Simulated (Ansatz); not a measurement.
# Ir (Ir, beta-Sn type): the cost of one run

Method: DFT m-r2SCAN, plane waves (500 eV) with PAW, scalar-relativistic; PAW files made under PBE, frozen cores solved again for the functional; m-r²SCAN is r²SCAN on the gauge-invariant kinetic-energy density, in Ansatz 0.2.0.

## Step 1: The starting structure

The structure is tetragonal, space group I4_1/amd (No. 141). Conventional cell: a = 4.775 Å, b = 4.775 Å, c = 2.607 Å, α = 90.00°, β = 90.00°, γ = 90.00°. Around Ir (site symmetry -4m2) lie 6 Ir at 2.47 to 2.61 Å.

Structure file:

```cif
data_structure
_symmetry_space_group_name_H-M 'P 1'
_symmetry_Int_Tables_number 1
_cell_length_a 3.6190
_cell_length_b 3.6190
_cell_length_c 3.6190
_cell_angle_alpha 97.454
_cell_angle_beta 97.454
_cell_angle_gamma 137.779
_cell_volume 29.71
loop_
_atom_site_label
_atom_site_type_symbol
_atom_site_fract_x
_atom_site_fract_y
_atom_site_fract_z
_atom_site_occupancy
Ir1 Ir 0.00000 0.00000 0.00000 1
Ir2 Ir 0.75000 0.25000 0.50000 1
```

Starting moments (μB): +1 ×2.

## Step 2: Relaxing cell and atoms

Input file input.yaml:

```yaml
crystal:
  lattice:
    - [-2.3872555793, 2.3872555793, 1.3034415463]
    - [2.3872555793, -2.3872555793, 1.3034415463]
    - [2.3872555793, 2.3872555793, -1.3034415463]
  atoms:
    - { symbol: Ir, position: [0.0, 0.0, 0.0], spin: 1.0 }
    - { symbol: Ir, position: [0.75, 0.25, 0.5], spin: 1.0 }
hamiltonian:
  xc: mr2scan
  pseudopotentials:
    kind: paw
    azcp:
      Ir: "pseudopotentials/Ir.paw.azcp"
basis:
  ecutwfc: 500
  fft_grid_basis: typed
kpoints:
  mp_grid: { grid: [14, 14, 9], shift: [0, 0, 0] }
magnetization:
  spin_polarized: true
scf:
  occupations: { method: fermi_dirac, width: 0.05 }
relax:
  max_steps: 60
  f_tol: 0.01
  cell: {}
```

What time and memory should one allow on 2 threads of an Arm CPU, shared host?

About 13 min, with a peak of 0.9 GiB.
